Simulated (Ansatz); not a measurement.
# Al: the cost of one run

Computed with Ansatz 0.2.0 (DFT PBE, scalar-relativistic, plane waves, PAW, unless a step names another level, unless a step's input says otherwise).

1 further run of the same task is left out (set aside as unsound or not needed).

**1. Starting point**

It takes space group Fm-3m (No. 225, cubic). The conventional cell has a = 4.041 Å, b = 4.041 Å, c = 4.041 Å, α = 90.00°, β = 90.00°, γ = 90.00°. Around Al (site symmetry m-3m) lie 12 Al at 2.86 Å.

Coordinates:

```cif
data_structure
_symmetry_space_group_name_H-M 'Fm-3m'
_symmetry_Int_Tables_number 225
_cell_length_a 4.0414
_cell_length_b 4.0414
_cell_length_c 4.0414
_cell_angle_alpha 90.000
_cell_angle_beta 90.000
_cell_angle_gamma 90.000
_cell_volume 66.01
loop_
_atom_site_label
_atom_site_type_symbol
_atom_site_symmetry_multiplicity
_atom_site_Wyckoff_symbol
_atom_site_fract_x
_atom_site_fract_y
_atom_site_fract_z
_atom_site_occupancy
Al1 Al 4 b 0.00000 0.00000 0.50000 1
```

It is the end of an earlier relaxation with the same method, from a generated guess; it needn't be the stable form of this composition. At a tolerance of 0.05 Å it has space group Fm-3m (No. 225); it has 16.50 Å³/atom, an uncorrected energy of +0.00 eV/atom over the standard state.

**2. Bands, states and charges**

input.yaml reads:

```yaml
crystal:
  lattice:
    - [-1.4291171068, 1.4289523621, 2.02020349]
    - [1.4291171068, -1.4289523621, 2.02020349]
    - [1.4291171068, 1.4289523621, -2.02020349]
  atoms:
    - { symbol: Al, position: [0.5, 0.5, 0.0] }
basis:
  ecutwfc: 420
kpoints:
  mp_grid: { grid: [26, 26, 26] }
  band_path:
    path:
      - [[0.0, 0.0, 0.0], [-2.882e-05, 2.882e-05, 0.5], [0.24997118, 0.25002882, 0.25], [-1.441e-05, 0.50001441, 1.441e-05], [0.0, 0.0, 0.0], [0.5, 0.5, -0.5], [0.37508647, 0.62491353, -0.37508647]]
      - [[-0.37511529, 0.37511529, 0.37511529], [0.0, 0.0, 0.0]]
      - [[-2.882e-05, 2.882e-05, 0.5], [-0.25021617, 0.25021617, 0.50001442]]
      - [[0.4999856, 0.5000144, -0.25018735], [0.5, 0.5, -0.5]]
    npoints: 14
hamiltonian:
  xc: pbe
scf:
  occupations: { method: gaussian, width: 0.1 }
  n_extra_bands: 6
output:
  forces: true
  stress: true
  eigenvalues: true
  populations: true
  dos: { projected: true, de: 0.02, nscf_kmesh: { grid: [32, 32, 32] } }
  bader: true
  write_density: true
  write_potential: true
  elf: true
  volumetric_format: npy
```

On the command line:

```console
> ansatz run input.yaml --threads 1 --pin off --max-ram 2560MiB --backend cpu --events-out ev --progress --plain --runs-dir out
```

Q: Estimate wall time and peak memory on 1 thread of Arm Neoverse V2, shared host.

About 33 s, with a peak of 0.74 GiB.
